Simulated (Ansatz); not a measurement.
**Al: response to strain**

Al is deformed so: zz strain of -2 %. What stress and forces result, by LAPW, PAW and all-electron datasets made for the crystal?

Method: DFT LDA, scalar-relativistic, in Ansatz 0.2.0.

### 1 The structure to begin with

It takes space group Fm-3m (No. 225, cubic). The conventional cell has a = 4.048 Å, b = 4.048 Å, c = 4.048 Å, α = 90.00°, β = 90.00°, γ = 90.00°. Al (site symmetry m-3m) is surrounded by 12 Al at 2.86 Å.

Coordinates:

```
Al
1.0
     0.00000    2.02398    2.02398
     2.02398    0.00000    2.02398
     2.02398    2.02398    0.00000
Al
1
Direct
  0.00000 0.00000 0.00000
```

### 2 The deformed structure

Space group Fm-3m before, I4/mmm after.

### 3 LAPW, all electrons

File input.yaml:

```yaml
crystal:
  lattice:
    - [0.0, 2.02398, 1.9835004]
    - [2.02398, 0.0, 1.9835004]
    - [2.02398, 2.02398, 0.0]
  atoms:
    - { symbol: Al, position: [0.0, 0.0, 0.0] }
kpoints:
  mp_grid: { grid: [17, 17, 17] }
  band_path:
    path:
      - [0.0, 0.0, 0.0]
      - [0.0, 0.5, 0.5]
      - [0.25, 0.75, 0.5]
      - [0.0, 0.5, 0.0]
      - [0.0, 0.0, 0.0]
      - [0.5, 0.5, 0.0]
      - [0.3801541025, 0.6198458975, 0.0]
      - [-0.3801541025, 0.3801541025, 0.0]
      - [0.0, 0.0, 0.0]
    npoints: 5
scf:
  occupations: { method: fermi_dirac, width: 0.03 }
hamiltonian:
  xc: lda
  pseudopotentials: { kind: all_electron, lapw: { basis_error: 0.0005 } }
output:
  forces: true
  stress: true
  eigenvalues: true
```

Launch:

```bash
ansatz run input.yaml --threads 1 --pin off --max-ram 3072MiB --backend cpu --events-out ev --progress --plain --runs-dir out
```

### 4 Frozen-core PAW

File input.yaml:

```yaml
crystal:
  lattice:
    - [0.0, 2.02398, 1.9835004]
    - [2.02398, 0.0, 1.9835004]
    - [2.02398, 2.02398, 0.0]
  atoms:
    - { symbol: Al, position: [0.0, 0.0, 0.0] }
kpoints:
  mp_grid: { grid: [17, 17, 17] }
scf:
  occupations: { method: fermi_dirac, width: 0.03 }
hamiltonian:
  xc: lda
  pseudopotentials: { kind: paw }
output:
  forces: true
  stress: true
  eigenvalues: true
  efg: { contact_densities: true }
```

### 5 Datasets made for this crystal

input.yaml: that of step 4 with these lines changed.

```diff
@@ -13,3 +13,3 @@
   xc: lda
-  pseudopotentials: { kind: paw }
+  pseudopotentials: { kind: all_electron, datasets: crystal }
 output:
```

(Steps that only read results are left out.)

What does the calculation give? Wanted: pressure; largest shear or deviatoric stress.

The runs gave:

```
                                 quantity                                              value
                                 pressure  LAPW -2.17, PAW -2.18, crystal datasets -2.18 GPa
largest shear or deviatoric stress (LAPW)                                           1.07 GPa
```

What this shows: The largest part of the stress beyond the pressure is 1.07 GPa in size, in the zz component. No run of the undeformed cell stands beside it, so the pressure holds what the given cell had before the change. PAW: stress within 0.01 GPa of LAPW. Crystal datasets: stress within 0.01 GPa of LAPW.
